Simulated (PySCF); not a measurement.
# Ti, Ti+: ionisation energy in aug-cc-pVDZ-DK

Each state of titanium is computed at each level; their differences give the ionisation energy. How far do the methods differ?

Program: PySCF 2.14.0. Level of theory: unrestricted determinants in a Gaussian basis, no spin-orbit coupling in the energies. These are calculated values, not measurements, unless marked.

**1. Starting point**

```
Element                                   : titanium (Z = 22)
Basis                                     : aug-cc-pVDZ-DK
Hamiltonian                               : the spin-free X2C one-electron Hamiltonian (Gaussian nucleus)
State 1                                   : Ti: [Ar] 3d2 4s2, high-spin 3F determinant
State 2                                   : Ti+: [Ar] 3d2 4s1, high-spin 4F determinant
Methods                                   : UHF, PBE, MN15, MP2
Core shells frozen in the correlated runs : valence: [Ar] (for Ti)
```

The outer shells:

Ti [Ar] 3d2 4s2
```
[Ar] core
3d [↑ ][↑ ][  ][  ][  ]
4s [↑↓]
```

Ti+ [Ar] 3d2 4s1
```
[Ar] core
3d [↑ ][↑ ][  ][  ][  ]
4s [↑ ]
```

One driver process ran all states and methods and kept the integrals in memory. Each run is shown as a PySCF script that sums up its settings (the driver passes frozen orbitals as a list and adds second-order terms of double hybrids); the logs are those of the runs themselves. The driver starts from symmetry-adapted Hartree-Fock orbitals, holds the occupation by maximum overlap and uses a logarithmic radial grid for functionals, so a plain start would take other cycles.

The driver's launch:

```sh
$ OMP_NUM_THREADS=1 python atomrun2.py TASK.json OUT
```

The integrals over 59 functions and the set-up took 0.71 s of CPU time.

**2. Ti, method by method**

UHF:

File input.py:

```python
from pyscf import gto, scf, dft, mp, cc
import basis_set_exchange as bse
mol = gto.M(atom="Ti 0 0 0", charge=0, spin=2, symmetry="D2h",
            basis=gto.basis.parse(bse.get_basis("aug-cc-pVDZ-DK", elements=["Ti"], fmt="nwchem", header=False)),
            nucmod="G")
mf = scf.UHF(mol).sfx2c1e()
mf.irrep_nelec = {'Ag': (5, 4), 'B1g': (1, 0), 'B1u': (2, 2), 'B2u': (2, 2), 'B3u': (2, 2)}
mf.kernel()
```

The log of the run:

```text
damping factor = 0
level_shift factor = 0
DIIS = <class 'pyscf.scf.diis.CDIIS'>
diis_start_cycle = 1
diis_space = 10
diis_damp = 0
SCF conv_tol = 1e-09
SCF conv_tol_grad = None
number electrons alpha = 12  beta = 10
cycle= 1 E= -852.744707206971  delta_E= -0.00433  |g|= 0.0176  |ddm|= 0.0529
cycle= 2 E= -852.744820905773  delta_E= -0.000114  |g|= 0.00291  |ddm|= 0.00859
cycle= 3 E= -852.74482440539  delta_E= -3.5e-06  |g|= 0.000149  |ddm|= 0.00194
cycle= 4 E= -852.744824444926  delta_E= -3.95e-08  |g|= 3.49e-05  |ddm|= 0.00052
cycle= 5 E= -852.744824446977  delta_E= -2.05e-09  |g|= 4.9e-06  |ddm|= 0.000178
cycle= 6 E= -852.744824447019  delta_E= -4.15e-11  |g|= 9.35e-07  |ddm|= 5.32e-05
converged SCF energy = -852.744824447019  <S^2> = 2.0080742  2S+1 = 3.005378
```

It took 0.31 s on 1 thread of Neoverse-V2, shared host, the integrals not counted.

The occupied shells:

```csv
shell,electrons,mean orbital energy (eV),spread (eV),rms radius (bohr)
1s α,1,-5018.0,0,0.0804
1s β,1,-5018.0,0,0.0804
2s α,1,-589.81,0,0.350
2s β,1,-588.90,0,0.350
2p α,3,-485.55,0,0.320
2p β,3,-484.63,0,0.320
3s α,1,-80.867,0,1.08
3s β,1,-77.410,0,1.08
3p α,3,-51.125,0,1.19
3p β,3,-46.862,0,1.19
3d α,2,-11.979,0,1.66
4s α,1,-6.377,0,4.04
4s β,1,-5.752,0,4.04
```

⟨S²⟩ = 2.008, ⟨L²⟩ = 12.03.

PBE:

input.py, as changed from the run before:

```diff
@@ -5,3 +5,3 @@
             nucmod="G")
-mf = scf.UHF(mol).sfx2c1e()
+mf = dft.UKS(mol, xc="PBE").sfx2c1e()
 mf.irrep_nelec = {'Ag': (5, 4), 'B1g': (1, 0), 'B1u': (2, 2), 'B2u': (2, 2), 'B3u': (2, 2)}
```

The log of the run:

```text
damping factor = 0
level_shift factor = 0
DIIS = <class 'pyscf.scf.diis.CDIIS'>
diis_start_cycle = 1
diis_space = 10
diis_damp = 0
SCF conv_tol = 1e-09
SCF conv_tol_grad = None
number electrons alpha = 12  beta = 10
XC functionals = PBE
    J. P. Perdew, K. Burke, and M. Ernzerhof.,  Phys. Rev. Lett. 77, 3865 (1996)
    J. P. Perdew, K. Burke, and M. Ernzerhof.,  Phys. Rev. Lett. 78, 1396 (1997)
    J. P. Perdew, K. Burke, and M. Ernzerhof.,  Phys. Rev. Lett. 77, 3865 (1996)
    J. P. Perdew, K. Burke, and M. Ernzerhof.,  Phys. Rev. Lett. 78, 1396 (1997)
cycle= 1 E= -853.480391882377  delta_E= -0.00659  |g|= 0.0139  |ddm|= 1.31
cycle= 2 E= -853.480428274544  delta_E= -3.64e-05  |g|= 0.00956  |ddm|= 0.107
cycle= 3 E= -853.48048499949  delta_E= -5.67e-05  |g|= 0.00138  |ddm|= 0.0167
cycle= 4 E= -853.480486580082  delta_E= -1.58e-06  |g|= 1.49e-05  |ddm|= 0.0052
cycle= 5 E= -853.480486580581  delta_E= -4.99e-10  |g|= 5.43e-07  |ddm|= 0.000292
converged SCF energy = -853.480486580581  <S^2> = 2.0028243  2S+1 = 3.0018823
```

Time after the integrals: 0.79 s (1 thread of Neoverse-V2, shared host).

MN15:

input.py, as changed from the run before:

```diff
@@ -5,3 +5,3 @@
             nucmod="G")
-mf = dft.UKS(mol, xc="PBE").sfx2c1e()
+mf = dft.UKS(mol, xc="MN15").sfx2c1e()
 mf.irrep_nelec = {'Ag': (5, 4), 'B1g': (1, 0), 'B1u': (2, 2), 'B2u': (2, 2), 'B3u': (2, 2)}
```

The log of the run:

```text
damping factor = 0
level_shift factor = 0
DIIS = <class 'pyscf.scf.diis.CDIIS'>
diis_start_cycle = 1
diis_space = 10
diis_damp = 0
SCF conv_tol = 1e-09
SCF conv_tol_grad = None
number electrons alpha = 12  beta = 10
XC functionals = MN15
    H. S. Yu, X. He, S. L. Li, and D. G. Truhlar.,  Chem. Sci. 7, 5032-5051 (2016)
    H. S. Yu, X. He, S. L. Li, and D. G. Truhlar.,  Chem. Sci. 7, 5032-5051 (2016)
cycle= 1 E= -854.066151578402  delta_E= -0.00942  |g|= 0.0109  |ddm|= 3.41
cycle= 2 E= -854.06628257439  delta_E= -0.000131  |g|= 0.00152  |ddm|= 0.417
cycle= 3 E= -854.066288764279  delta_E= -6.19e-06  |g|= 0.000689  |ddm|= 0.0137
cycle= 4 E= -854.066289411857  delta_E= -6.48e-07  |g|= 0.000189  |ddm|= 0.00484
cycle= 5 E= -854.066289472555  delta_E= -6.07e-08  |g|= 2.54e-05  |ddm|= 0.00285
cycle= 6 E= -854.066289474629  delta_E= -2.07e-09  |g|= 3.09e-06  |ddm|= 0.000876
cycle= 7 E= -854.06628947465  delta_E= -2.15e-11  |g|= 4.87e-07  |ddm|= 5.58e-05
converged SCF energy = -854.06628947465  <S^2> = 2.0004294  2S+1 = 3.0002863
```

It took 2.5 s on 1 thread of Neoverse-V2, shared host, the integrals not counted.

MP2 (valence):

input.py, as changed from the run before:

```diff
@@ -5,4 +5,5 @@
             nucmod="G")
-mf = dft.UKS(mol, xc="MN15").sfx2c1e()
+mf = scf.UHF(mol).sfx2c1e()
 mf.irrep_nelec = {'Ag': (5, 4), 'B1g': (1, 0), 'B1u': (2, 2), 'B2u': (2, 2), 'B3u': (2, 2)}
 mf.kernel()
+mp.UMP2(mf, frozen=9).kernel()
```

No log was kept for this step.

Time after the integrals: 0.06 s (1 thread of Neoverse-V2, shared host).

With 4 electrons correlated, the MP2 correlation energy is -0.03584 hartree (-0.00812 same spin, -0.02772 opposite spin); the SCS form gives -0.03597. Largest pairs of shells: 4s-4s -0.0204, 3d-4s -0.0121, 3d-3d -0.0034.

Radial density 4πr²ρ of Ti at UHF:

```csv
r (bohr),density,spin density
0.00124,0.178,0.000
0.00209,0.456,0.000
0.00351,1.14,0.000
0.00591,2.76,0.000
0.00994,6.25,0.000
0.0167,12.7,0.001
0.0281,21.3,0.001
0.0473,26.2,0.001
0.0795,21.8,0.000
0.134,20.7,0.008
0.225,28.1,0.064
0.379,15.8,0.328
0.637,8.28,0.960
1.07,9.17,1.284
1.80,2.42,0.734
3.03,0.804,0.165
5.10,0.271,-0.013
8.57,0.0140,-0.003
14.4,2.82e-05,0.000
```

**3. Ti+: the ladder of methods**

UHF:

File input.py:

```python
from pyscf import gto, scf, dft, mp, cc
import basis_set_exchange as bse
mol = gto.M(atom="Ti 0 0 0", charge=1, spin=3, symmetry="D2h",
            basis=gto.basis.parse(bse.get_basis("aug-cc-pVDZ-DK", elements=["Ti"], fmt="nwchem", header=False)),
            nucmod="G")
mf = scf.UHF(mol).sfx2c1e()
mf.irrep_nelec = {'Ag': (5, 3), 'B1g': (1, 0), 'B1u': (2, 2), 'B2u': (2, 2), 'B3u': (2, 2)}
mf.kernel()
```

The log of the run:

```text
damping factor = 0
level_shift factor = 0
DIIS = <class 'pyscf.scf.diis.CDIIS'>
diis_start_cycle = 1
diis_space = 10
diis_damp = 0
SCF conv_tol = 1e-09
SCF conv_tol_grad = None
number electrons alpha = 12  beta = 9
cycle= 1 E= -852.540265971064  delta_E= -0.00435  |g|= 0.0176  |ddm|= 0.053
cycle= 2 E= -852.540379080842  delta_E= -0.000113  |g|= 0.00289  |ddm|= 0.00853
cycle= 3 E= -852.5403823984  delta_E= -3.32e-06  |g|= 0.000118  |ddm|= 0.0019
cycle= 4 E= -852.540382417243  delta_E= -1.88e-08  |g|= 2.37e-05  |ddm|= 0.000479
cycle= 5 E= -852.540382418023  delta_E= -7.8e-10  |g|= 3.28e-06  |ddm|= 0.000114
converged SCF energy = -852.540382418023  <S^2> = 3.7523573  2S+1 = 4.0011785
```

It took 0.22 s on 1 thread of Neoverse-V2, shared host, the integrals not counted.

The occupied shells:

```csv
shell,electrons,mean orbital energy (eV),spread (eV),rms radius (bohr)
1s α,1,-5025.3,0,0.0804
1s β,1,-5025.2,0,0.0804
2s α,1,-597.06,0,0.350
2s β,1,-596.01,0,0.350
2p α,3,-492.78,0,0.320
2p β,3,-491.80,0,0.320
3s α,1,-88.171,0,1.08
3s β,1,-84.356,0,1.08
3p α,3,-58.385,0,1.18
3p β,3,-53.949,0,1.18
3d α,2,-19.256,0,1.63
4s α,1,-13.043,0,3.50
```

⟨S²⟩ = 3.752, ⟨L²⟩ = 12.03.

PBE:

input.py, as changed from the run before:

```diff
@@ -5,3 +5,3 @@
             nucmod="G")
-mf = scf.UHF(mol).sfx2c1e()
+mf = dft.UKS(mol, xc="PBE").sfx2c1e()
 mf.irrep_nelec = {'Ag': (5, 3), 'B1g': (1, 0), 'B1u': (2, 2), 'B2u': (2, 2), 'B3u': (2, 2)}
```

The log of the run:

```text
damping factor = 0
level_shift factor = 0
DIIS = <class 'pyscf.scf.diis.CDIIS'>
diis_start_cycle = 1
diis_space = 10
diis_damp = 0
SCF conv_tol = 1e-09
SCF conv_tol_grad = None
number electrons alpha = 12  beta = 9
XC functionals = PBE
    J. P. Perdew, K. Burke, and M. Ernzerhof.,  Phys. Rev. Lett. 77, 3865 (1996)
    J. P. Perdew, K. Burke, and M. Ernzerhof.,  Phys. Rev. Lett. 78, 1396 (1997)
    J. P. Perdew, K. Burke, and M. Ernzerhof.,  Phys. Rev. Lett. 77, 3865 (1996)
    J. P. Perdew, K. Burke, and M. Ernzerhof.,  Phys. Rev. Lett. 78, 1396 (1997)
cycle= 1 E= -853.235140073469  delta_E= -0.004  |g|= 0.0118  |ddm|= 1.29
cycle= 2 E= -853.235175164821  delta_E= -3.51e-05  |g|= 0.00803  |ddm|= 0.0609
cycle= 3 E= -853.235213719542  delta_E= -3.86e-05  |g|= 0.000264  |ddm|= 0.0178
cycle= 4 E= -853.23521376065  delta_E= -4.11e-08  |g|= 2.14e-06  |ddm|= 0.000641
cycle= 5 E= -853.235213760655  delta_E= -4.55e-12  |g|= 1.5e-07  |ddm|= 2.55e-05
converged SCF energy = -853.235213760655  <S^2> = 3.7502772  2S+1 = 4.0001386
```

Time after the integrals: 0.79 s (1 thread of Neoverse-V2, shared host).

MN15:

input.py, as changed from the run before:

```diff
@@ -5,3 +5,3 @@
             nucmod="G")
-mf = dft.UKS(mol, xc="PBE").sfx2c1e()
+mf = dft.UKS(mol, xc="MN15").sfx2c1e()
 mf.irrep_nelec = {'Ag': (5, 3), 'B1g': (1, 0), 'B1u': (2, 2), 'B2u': (2, 2), 'B3u': (2, 2)}
```

The log of the run:

```text
damping factor = 0
level_shift factor = 0
DIIS = <class 'pyscf.scf.diis.CDIIS'>
diis_start_cycle = 1
diis_space = 10
diis_damp = 0
SCF conv_tol = 1e-09
SCF conv_tol_grad = None
number electrons alpha = 12  beta = 9
XC functionals = MN15
    H. S. Yu, X. He, S. L. Li, and D. G. Truhlar.,  Chem. Sci. 7, 5032-5051 (2016)
    H. S. Yu, X. He, S. L. Li, and D. G. Truhlar.,  Chem. Sci. 7, 5032-5051 (2016)
cycle= 1 E= -853.810043343855  delta_E= -0.00603  |g|= 0.00604  |ddm|= 2.17
cycle= 2 E= -853.810081418056  delta_E= -3.81e-05  |g|= 0.0014  |ddm|= 0.149
cycle= 3 E= -853.81008348736  delta_E= -2.07e-06  |g|= 0.000496  |ddm|= 0.00928
cycle= 4 E= -853.810083709967  delta_E= -2.23e-07  |g|= 6.53e-05  |ddm|= 0.003
cycle= 5 E= -853.810083722713  delta_E= -1.27e-08  |g|= 6.96e-06  |ddm|= 0.0016
cycle= 6 E= -853.810083722844  delta_E= -1.32e-10  |g|= 1e-06  |ddm|= 0.000313
converged SCF energy = -853.810083722844  <S^2> = 3.7502482  2S+1 = 4.0001241
```

It took 2.2 s on 1 thread of Neoverse-V2, shared host, the integrals not counted.

MP2 (valence):

input.py, as changed from the run before:

```diff
@@ -5,4 +5,5 @@
             nucmod="G")
-mf = dft.UKS(mol, xc="MN15").sfx2c1e()
+mf = scf.UHF(mol).sfx2c1e()
 mf.irrep_nelec = {'Ag': (5, 3), 'B1g': (1, 0), 'B1u': (2, 2), 'B2u': (2, 2), 'B3u': (2, 2)}
 mf.kernel()
+mp.UMP2(mf, frozen=9).kernel()
```

The driver printed no log here.

It took 0.02 s on 1 thread of Neoverse-V2, shared host, the integrals not counted.

With 3 electrons correlated, the MP2 correlation energy is -0.00828 hartree (-0.00828 same spin, 0.00000 opposite spin); the SCS form gives -0.00276. Largest pairs of shells: 3d-4s -0.0050, 3d-3d -0.0032, 4s-4s 0.0000.

Radial density 4πr²ρ of Ti+ at UHF:

```csv
r (bohr),density,spin density
0.00124,0.178,0.000
0.00209,0.456,0.000
0.00351,1.14,0.000
0.00591,2.76,0.001
0.00994,6.25,0.003
0.0167,12.7,0.005
0.0281,21.3,0.008
0.0473,26.2,0.007
0.0795,21.8,0.000
0.134,20.7,0.012
0.225,28.1,0.086
0.379,15.8,0.333
0.637,8.28,1.024
1.07,9.18,1.307
1.80,2.36,0.862
3.03,0.536,0.509
5.10,0.0933,0.093
8.57,0.000758,0.001
```

**4. Orbital energies side by side**

Highest occupied Hartree-Fock shell of each state: Ti 4s β at -5.752 eV; Ti+ 4s α at -13.043 eV.

**5. Differences of total energies**

Ionisation energy: Ti [Ar] 3d2 4s2 (3F) → Ti+ [Ar] 3d2 4s1 (4F).

```csv
method,value (eV),error (eV),"CPU time, both states (s)"
UHF,5.563,-1.265,0.53
PBE,6.674,-0.154,1.6
MN15,6.972,+0.143,4.8
MP2 (valence),6.313,-0.515,0.61
SCS-MP2 (valence),6.467,-0.362,0.61
```

Reference: 6.828 eV (measured; NIST levels, between the centres of gravity of the two terms). Errors of the correlated levels include the incompleteness of this basis.

Times are CPU seconds on a shared host without the integrals; correlated rows include their Hartree-Fock run, whose time holds the symmetry-adapted start and any spin-orbit constants, while functionals begin from orbitals already made.

**6. Summary of results**

```
             quantity                                               value
ionisation energy, Ti  UHF 5.563, MP2 (valence) 6.313 eV; reference 6.828
```

Accuracy against cost (mean over 1 difference):

```csv
method,mean absolute miss against the measured value (with the measured fine structure taken into account where it is known) (eV),"CPU time, both states (s)"
UHF,1.265,0.53
PBE,0.154,1.6
MN15,0.143,4.8
MP2 (valence),0.515,0.61
SCS-MP2 (valence),0.362,0.61
```

What this shows: MN15 lands nearest to the measured value (off by 0.14 eV), level with PBE; UHF misses by most (1.27 eV). Hartree-Fock falls short because the species with more electrons holds more correlation energy, which it lacks. PBE is off by -0.15 eV. All values hold for this basis alone; no basis-set limit was taken. The dearest level timed, MN15, costs 9 times the cheapest, UHF, and differs from the measured value (with the measured fine structure taken into account where it is known) by 0.14 against 1.27 eV.
